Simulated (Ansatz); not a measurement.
# Ta2N3: the cost of one run

Method: DFT r2SCAN, scalar-relativistic, plane waves, PAW, in Ansatz 0.2.0.

## (1) The structure to begin with

The structure is orthorhombic, space group Pnma (No. 62). Conventional cell: a = 8.203 Å, b = 2.986 Å, c = 8.164 Å, α = 90.00°, β = 90.00°, γ = 90.00°. Ta (site symmetry m) has 7 N at 2.09 to 2.20 Å as nearest neighbours. Ta (site symmetry m) is surrounded by 7 N at 2.17 to 2.20 Å. N (site symmetry m) is surrounded by 5 Ta at 2.15 to 2.20 Å. Around N (site symmetry m) lie 5 Ta at 2.09 to 2.20 Å. N (site symmetry m) has 4 Ta at 2.13 to 2.19 Å as nearest neighbours.

As a file:

```
CELL_PARAMETERS angstrom
8.20272 0.00000 0.00000
0.00000 2.98648 0.00000
0.00000 0.00000 8.16378
ATOMIC_POSITIONS crystal
Ta 0.02089 0.25000 0.68698
Ta 0.97911 0.75000 0.31302
Ta 0.47911 0.75000 0.18698
Ta 0.52089 0.25000 0.81302
Ta 0.19388 0.25000 0.00504
Ta 0.80612 0.75000 0.99496
Ta 0.30612 0.75000 0.50504
Ta 0.69388 0.25000 0.49496
N 0.45382 0.25000 0.37467
N 0.54618 0.75000 0.62533
N 0.04618 0.75000 0.87467
N 0.95382 0.25000 0.12533
N 0.12098 0.25000 0.45141
N 0.87902 0.75000 0.54859
N 0.37902 0.75000 0.95141
N 0.62098 0.25000 0.04859
N 0.28016 0.25000 0.69961
N 0.71984 0.75000 0.30039
N 0.21984 0.75000 0.19961
N 0.78016 0.25000 0.80039
```

The structure comes from the Materials Project (structure only).

## (2) The base run

Contents of input.yaml:

```yaml
crystal:
  lattice:
    - [8.20272154, 0.0, 0.0]
    - [0.0, 2.98648427, 0.0]
    - [0.0, 0.0, 8.16377988]
  atoms:
    - { symbol: Ta, position: [0.02088952, 0.25, 0.68698306] }
    - { symbol: Ta, position: [0.97911048, 0.75, 0.31301694] }
    - { symbol: Ta, position: [0.47911048, 0.75, 0.18698306] }
    - { symbol: Ta, position: [0.52088952, 0.25, 0.81301694] }
    - { symbol: Ta, position: [0.19388358, 0.25, 0.0050361] }
    - { symbol: Ta, position: [0.80611642, 0.75, 0.9949639] }
    - { symbol: Ta, position: [0.30611642, 0.75, 0.5050361] }
    - { symbol: Ta, position: [0.69388358, 0.25, 0.4949639] }
    - { symbol: "N", position: [0.45382383, 0.25, 0.37466834] }
    - { symbol: "N", position: [0.54617617, 0.75, 0.62533166] }
    - { symbol: "N", position: [0.04617617, 0.75, 0.87466834] }
    - { symbol: "N", position: [0.95382383, 0.25, 0.12533166] }
    - { symbol: "N", position: [0.12097782, 0.25, 0.4514138] }
    - { symbol: "N", position: [0.87902218, 0.75, 0.5485862] }
    - { symbol: "N", position: [0.37902218, 0.75, 0.9514138] }
    - { symbol: "N", position: [0.62097782, 0.25, 0.0485862] }
    - { symbol: "N", position: [0.28016431, 0.25, 0.6996056] }
    - { symbol: "N", position: [0.71983569, 0.75, 0.3003944] }
    - { symbol: "N", position: [0.21983569, 0.75, 0.1996056] }
    - { symbol: "N", position: [0.78016431, 0.25, 0.8003944] }
basis:
  ecutwfc: 500
  fft_grid_basis: typed
kpoints:
  mp_grid: { grid: [4, 8, 4] }
hamiltonian:
  xc: r2scan
  pseudopotentials: { kind: paw }
scf:
  occupations: { method: gaussian, width: 0.05 }
output:
  forces: true
  stress: true
  eigenvalues: true
  bader: true
  write_density: true
  volumetric_format: npy
  elf: true
```

The run is started by

```
> ansatz run input.yaml --threads 4 --pin off --max-ram 8192MiB --backend cpu --events-out ev --progress --plain --runs-dir out
```

Q: Estimate wall time and peak memory on 4 threads of Intel Xeon 6975P-C (Granite Rapids), shared host.

About 62 s, with a peak of 1.7 GiB.
